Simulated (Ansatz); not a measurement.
**Zirconium, simple cubic under m-r²SCAN: from relaxation to bulk modulus**

What does m-r²SCAN give for zirconium in the simple cubic structure? We relax it, solve it on a dense k-mesh, then scale the cell to 7 volumes from 88 to 112 % of the relaxed one and try a fit of the equation of state. The start is ferromagnetic. The k-meshes are 11×11×11 for the relaxation; 18×18×18 for the dense run; 12×12×12 for the volumes.

This is Zr in the simple cubic structure; at room conditions it is hcp.

Method: DFT m-r2SCAN, plane waves (500 eV) with PAW, scalar-relativistic; the PAW data stem from PBE, with regenerated cores; m-r²SCAN is r²SCAN on the gauge-invariant kinetic-energy density, in Ansatz 0.2.0.

## (1) Starting point

The structure is cubic, space group Pm-3m (No. 221). The conventional cell has a = 2.930 Å, b = 2.930 Å, c = 2.930 Å, α = 90.00°, β = 90.00°, γ = 90.00°. Zr (site symmetry m-3m) is surrounded by 6 Zr at 2.93 Å.

As a file:

```
Zr
1.0
     2.92959    0.00000    0.00000
     0.00000    2.92959    0.00000
     0.00000    0.00000    2.92959
Zr
1
Direct
  0.00000 0.00000 0.00000
```

Starting moments (μB): +1.

## (2) Relaxation of the cell

input.yaml reads:

```yaml
crystal:
  lattice:
    - [2.9295905682, 0.0, 0.0]
    - [0.0, 2.9295905682, 0.0]
    - [0.0, 0.0, 2.9295905682]
  atoms:
    - { symbol: Zr, position: [0.0, 0.0, 0.0], spin: 1.0 }
hamiltonian:
  xc: mr2scan
  pseudopotentials:
    kind: paw
    azcp:
      Zr: "pseudopotentials/Zr.paw.azcp"
basis:
  ecutwfc: 500
  fft_grid_basis: typed
kpoints:
  mp_grid: { grid: [11, 11, 11], shift: [0, 0, 0] }
magnetization:
  spin_polarized: true
scf:
  occupations: { method: fermi_dirac, width: 0.05 }
relax:
  max_steps: 60
  f_tol: 0.01
  cell: {}
```

On the command line:

```
$ ansatz run input.yaml --threads 2 --pin off --max-ram 6144MiB --backend cpu --events-out ev --progress --plain --runs-dir out
```

After this run come: Single point on a dense mesh; Volume × 0.88; Volume × 0.92; Volume × 0.96; Volume × 1.0; Volume × 1.04; Volume × 1.08; Volume × 1.12.

What does the calculation give? Wanted: space group; conventional cell; volume; shortest distance; gap on the mesh; magnetic state; relative to hcp.

**Answer**, as computed:

| quantity | value |
| --- | --- |
| space group (spins left aside) | Pm-3m (No. 221) |
| conventional cell | a = 2.901 Å |
| volume | 24.420 Å³/atom |
| shortest distance | 2.901 Å |
| gap on the mesh | none (levels filled in part) |
| magnetic state | non-magnetic |
| relative to hcp | +959 meV/atom |

In words: From the guessed start the volume shrank by 2.9 % in 5 steps. It lies 959 meV/atom above the element's reference form at the same level (hcp, from a run of its own), so it is far from stable. The moments die out: the run ends non-magnetic. No gap shows: it is a metal or semimetal at this level. Relaxation kept the symmetry; phonons were not checked.
